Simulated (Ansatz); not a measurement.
# BFHInO: the cost of one run

Method: RKS PBE-D4/def2-SVP, in Ansatz 0.2.0.

## (1) The structure to begin with

Bond lengths: F1–In2 0.708 Å, In2–B3 2.318 Å, In2–O4 2.451 Å, B3–O4 1.424 Å, B3–H5 1.184 Å. Angles: F1–In2–B3 95.1°, F1–In2–O4 65.1°, B3–In2–O4 34.6°, In2–B3–O4 77.8°, In2–B3–H5 103.3°, O4–B3–H5 155.0°, In2–O4–B3 67.6°.

Structure file:

```xyz
5

F    -0.9719   -1.0672    0.4364
In   -0.4807   -1.3216   -0.0057
B     0.6754    0.6777   -0.2035
O     0.1208    0.7786    1.1045
H     0.7063    0.8588   -1.3731
```

## (2) Relaxing the start

input.yaml reads:

```yaml
crystal:
  periodic: [false, false, false]
  atoms:
    - { symbol: F, position_ang: [-0.9719, -1.0672, 0.4364] }
    - { symbol: In, position_ang: [-0.4807, -1.3216, -0.0057] }
    - { symbol: B, position_ang: [0.6754, 0.6777, -0.2035] }
    - { symbol: O, position_ang: [0.1208, 0.7786, 1.1045] }
    - { symbol: H, position_ang: [0.7063, 0.8588, -1.3731] }
basis:
  gaussian: { orbitals: def2-SVP }
hamiltonian:
  xc: pbe
  dispersion: d4
relax:
  f_tol: 0.02
  max_steps: 40
```

Launch:

```sh
$ ansatz run input.yaml --threads 2 --pin off --max-ram 3072MiB --backend cpu --events-out ev --progress --plain --runs-dir out
```

Q: Estimate wall time and peak memory on 2 threads of Arm Neoverse N1, shared host.

About 87 s, with a peak of 0.17 GiB.
